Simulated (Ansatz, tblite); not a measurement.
**[closo-2-(NH3)B5H4]- (B5NH7−): a ladder of methods and basis sets**

How do method and basis change the picture of [closo-2-(NH3)B5H4]- (B5NH7−) (singlet)?

The runs use Ansatz 0.2.0, Gaussian basis; as each input shows.

The runs, in order: GFN1-xTB, GFN2-xTB, PBE-D4/def2-TZVPD, r2SCAN-D4/def2-TZVPD, HSE06-D4/def2-TZVPD, LC-ωPBE/def2-TZVPD, B3LYP-D4/def2-TZVPD, HF/STO-3G, CCSD(T)/def2-SVPD, MP2/def2-TZVPD.

2 further runs of the same task are left out: 2 set aside as unsound or not needed.

## Step 1: The geometry

The singlet was relaxed beforehand with r2SCAN-D4/def2-SVPD.

13 atoms, charge -1, spin multiplicity 1.

Bond lengths: B1–B2 1.758 Å, B1–B3 1.645 Å, B1–B4 1.647 Å, B1–B5 1.759 Å, B1–N6 1.600 Å, B2–B3 1.694 Å, B2–B4 1.696 Å, B2–H10 1.215 Å, B3–B5 1.697 Å, B3–H11 1.213 Å, B4–B5 1.692 Å, B4–H12 1.213 Å, B5–H13 1.215 Å, N6–H7 1.021 Å, N6–H8 1.021 Å, N6–H9 1.023 Å. Angles: B2–B1–B3 59.6°, B2–B1–B4 59.7°, B2–B1–B5 63.7°, B2–B1–N6 148.4°, B3–B1–B4 106.9°, B3–B1–B5 59.7°, B3–B1–N6 128.0°, B4–B1–B5 59.5°, B4–B1–N6 125.1°, B5–B1–N6 147.8°, B1–B2–B3 56.9°, B1–B2–B4 56.9°, B1–B2–H10 152.5°, B3–B2–B4 102.5°, B3–B2–H10 128.6° and more.

The ion is computed in the gas phase, without counter-ions or solvent.

PBE0-D4/def2-TZVPD was run before; its log isn't repeated, and its numbers join the tables.

## Step 2: GFN1-xTB

Tight binding, by tblite at 300 K electronic temperature and without a spin-polarisation term:

```python
tblite.interface.Calculator('GFN1-xTB', numbers, positions, charge=-1, uhf=0).singlepoint()
```

Energy -384.0170 eV, HOMO -3.39 eV, LUMO -1.49 eV; 0.015 s.

## Step 3: GFN2-xTB

Tight binding, by tblite at 300 K electronic temperature and without a spin-polarisation term:

```python
tblite.interface.Calculator('GFN2-xTB', numbers, positions, charge=-1, uhf=0).singlepoint()
```

Energy -343.0612 eV, HOMO -0.17 eV, LUMO 3.05 eV; 0.011 s.

## Step 4: PBE-D4/def2-TZVPD

start.molden holds the orbitals of an earlier run on this state, given as this run's starting guess.

Contents of in.yaml:

```yaml
crystal:
  periodic: [false, false, false]
  atoms:
    - {symbol: B, position_ang: [0.054394, 0.185426, 0.198475]}
    - {symbol: B, position_ang: [0.574479, -1.266596, -0.644455]}
    - {symbol: B, position_ang: [0.710501, 0.286184, -1.306951]}
    - {symbol: B, position_ang: [-0.880078, -1.170860, 0.222728]}
    - {symbol: B, position_ang: [-0.887520, -0.275737, -1.213304]}
    - {symbol: N, position_ang: [0.248779, 1.192309, 1.427032]}
    - {symbol: H, position_ang: [0.574879, 0.665119, 2.238397]}
    - {symbol: H, position_ang: [-0.663187, 1.584702, 1.664950]}
    - {symbol: H, position_ang: [0.901668, 1.956543, 1.239362]}
    - {symbol: H, position_ang: [1.310519, -2.221529, -0.792866]}
    - {symbol: H, position_ang: [1.440326, 0.986422, -1.975936]}
    - {symbol: H, position_ang: [-1.598373, -1.818879, 0.954326]}
    - {symbol: H, position_ang: [-1.786377, -0.103105, -2.011757]}
basis:
  gaussian: {orbitals: def2-TZVPD, initial_orbitals: start.molden}
total_charge: -1
hamiltonian: {xc: pbe, dispersion: d4}
scf: {omitted_lower_state_checks: [starts]}
output: {forces: true, orbitals: {seedname: orbitals}}
```

On the command line:

```console
> ansatz run in.yaml --threads 4 --pin off --events-out ev --progress --plain --max-ram 4787MiB
```

After this run come: r2SCAN-D4/def2-TZVPD; HSE06-D4/def2-TZVPD; LC-ωPBE/def2-TZVPD; B3LYP-D4/def2-TZVPD; HF/STO-3G; CCSD(T)/def2-SVPD; MP2/def2-TZVPD.

Before running them: what should the planned runs give, taken together? Wanted: gap in def2-TZVPD, named functionals, smallest and largest; correlation energy, CCSD(T)/def2-SVPD; correlation energy, MP2/def2-TZVPD.

The runs gave:

| quantity | value |
| --- | --- |
| gap in def2-TZVPD, named functionals, smallest and largest | 0.72 eV (PBE-D4), 5.85 eV (LC-ωPBE) |
| correlation energy, CCSD(T)/def2-SVPD | -21.24 eV |
| correlation energy, MP2/def2-TZVPD | -21.82 eV |

In words: Over the named functionals in def2-TZVPD the gap runs from 0.72 eV (PBE-D4) to 5.85 eV (LC-ωPBE); exact exchange widens it. PBE-D4, r2SCAN-D4, B3LYP-D4, PBE0-D4, HSE06-D4 put the HOMO above zero: the outermost electron is held by the basis alone.
